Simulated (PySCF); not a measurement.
**C₄H₉PSi₂: electronic excitations**

Wanted: the electronic excitations of C₄H₉PSi₂ (`C#C[C@@H]1C[SiH2]P[SiH2]1`), by calculation.

The runs use PySCF 2.14.0, with density-fitted response routines of our own; the level of theory stands in each step. All values are computed, except where a source is named. Atoms are numbered from 0 throughout.

**1. Starting geometry**

16 atoms, charge 0, multiplicity 1; geometry from: GFN2-xTB.

Bonds of the start (Å): C0–C1 1.20, C1–C2 1.44, C2–C3 1.53, C3–Si4 1.91, Si4–P5 2.25, P5–Si6 2.24, Si6–C2 1.93, C0–H7 1.05, C2–H8 1.10, C3–H9 1.09, C3–H10 1.09, Si4–H11 1.47, Si4–H12 1.46, P5–H13 1.38, Si6–H14 1.46, Si6–H15 1.47.

**2. Ultraviolet spectrum: B3LYP/def2-SVPD**

The job: settings as JSON, then the geometry in Å.

```
{"job": {"kind": "uv", "xc": "B3LYP", "basis": "def2-SVPD", "nstates": 8, "ntriplets": 3}, "charge": 0, "multiplicity": 1}
C      3.120765     0.872537     0.316153
C      2.009473     0.627969    -0.057706
C      0.654461     0.343711    -0.457840
C     -0.347499     1.018371     0.489162
Si    -2.135288     0.460435     0.092039
P     -1.910223    -1.638947    -0.678381
Si     0.326399    -1.556853    -0.542874
H      4.099012     1.087919     0.626675
H      0.509369     0.745901    -1.468705
H     -0.246987     2.103285     0.422605
H     -0.095875     0.747290     1.517745
H     -2.701740     1.266202    -0.994810
H     -2.981876     0.530078     1.284339
H     -2.102040    -2.259764     0.538649
H      0.930360    -2.123674    -1.749749
H      0.864090    -2.215515     0.651287
```

With the program's defaults for keys left out, this is: TDDFT B3LYP/def2-SVPD, vertical, gas phase, core orbitals frozen in the response.

Launch:

```console
> OMP_NUM_THREADS=1 python probes_run.py task.json out
```

One launch serves the whole session: the jobs run in the order shown.

What will the session give for the following? lowest singlet (B3LYP/def2-SVPD); brightest single state of those computed; lowest triplet. Wanted: lowest singlet; brightest single state of those computed; lowest triplet.

**Answer**, as computed:

```
                                quantity                        value
        lowest singlet (B3LYP/def2-SVPD)  5.14 eV (241 nm), f = 0.002
brightest single state of those computed  state 5, 6.15 eV, f = 0.045
                          lowest triplet                      4.80 eV
```

**Reading.** The lowest singlet, at 5.14 eV, is HOMO→LUMO 0.96 and is weak; of the 8 states computed, the strongest absorption comes from state 5 at 6.15 eV. The lowest triplet lies 0.33 eV below the lowest singlet (triplets in Tamm-Dancoff, singlets in full TDDFT).
